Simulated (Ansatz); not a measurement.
# CH₃Al₂FO₂: how energies converge with the basis set

One table from this session's results is given with a row withheld; the runs are named, their logs left out.

Program: Ansatz 0.2.0, Gaussian basis. Level of theory: one geometry, several basis sets. These are calculated values, not measurements.

Levels to be run: PBE0-D4/def2-SVP; ωB97M-V/def2-SVP; PBE0-D4/def2-QZVPP; ωB97M-V/def2-QZVPP; the functionals' def2-TZVPP values are taken from earlier runs.

### Structure used throughout

The geometry comes from an earlier relaxation with PBE0-D4 in a triple-zeta def2 set; it is a stationary point, not always the lowest conformer.

9 atoms, charge 0, spin multiplicity 1.

Atoms are counted from 1 here; the program's logs count them from 0.

Bond lengths: F1–Al2 1.636 Å, Al2–O3 1.717 Å, Al2–C4 2.059 Å, Al2–Al6 2.513 Å, Al2–H8 1.728 Å, O3–C4 1.402 Å, C4–O5 1.390 Å, C4–H7 1.091 Å, O5–Al6 1.736 Å, Al6–H8 1.788 Å, Al6–H9 1.563 Å. Angles: F1–Al2–O3 132.4°, F1–Al2–C4 151.8°, F1–Al2–Al6 138.3°, F1–Al2–H8 112.3°, O3–Al2–C4 42.4°, O3–Al2–Al6 88.4°, O3–Al2–H8 109.1°, C4–Al2–Al6 52.5°, C4–Al2–H8 91.6°, Al6–Al2–H8 45.3°, Al2–O3–C4 81.9°, Al2–C4–O3 55.7°, Al2–C4–O5 116.9°, Al2–C4–H7 126.9°, O3–C4–O5 114.8°, O3–C4–H7 113.4° and more.

Set-up of the first run:

Contents of in.yaml:

```yaml
crystal:
  periodic: [false, false, false]
  atoms:
    - {symbol: F, position_ang: [-1.561642, 1.409836, 1.979734]}
    - {symbol: Al, position_ang: [-0.642119, 0.383946, 1.097025]}
    - {symbol: O, position_ang: [0.762091, -0.529310, 1.476040]}
    - {symbol: C, position_ang: [1.126363, -0.136491, 0.180691]}
    - {symbol: O, position_ang: [1.068178, -1.145987, -0.772637]}
    - {symbol: Al, position_ang: [-0.289614, -0.212401, -1.318938]}
    - {symbol: H, position_ang: [2.044753, 0.451312, 0.148879]}
    - {symbol: H, position_ang: [-1.564760, -0.466129, -0.091267]}
    - {symbol: H, position_ang: [-0.854749, 0.198924, -2.716626]}
basis:
  gaussian: {orbitals: def2-SVP}
hamiltonian: {xc: pbe0, dispersion: d4}
output: {orbitals: {seedname: orbitals}}
```

Steps of the session up to this table: PBE0-D4 in def2-SVP; ωB97M-V in def2-SVP; PBE0-D4 in def2-QZVPP; ωB97M-V in def2-QZVPP.

One of the session's tables, all rows but one given; the rest of the session is left out.

It belongs to the step «Functionals by basis». 

```
functional       basis  HOMO (eV)  LUMO (eV)
   PBE0-D4    def2-SVP      -6.81      -1.53
   PBE0-D4  def2-TZVPP      -6.82      -1.62
   PBE0-D4  def2-QZVPP      -6.85      -1.67
   ωB97M-V    def2-SVP          ?          ?
   ωB97M-V  def2-TZVPP      -8.91       0.08
   ωB97M-V  def2-QZVPP      -8.95      -0.12
```

Q: Estimate the row for ωB97M-V, def2-SVP from the others.

The run gave: HOMO (eV): -8.86; LUMO (eV): 0.25. In the column «HOMO (eV)» it lies between ωB97M-V, def2-TZVPP (-8.91) and PBE0-D4, def2-QZVPP (-6.85).
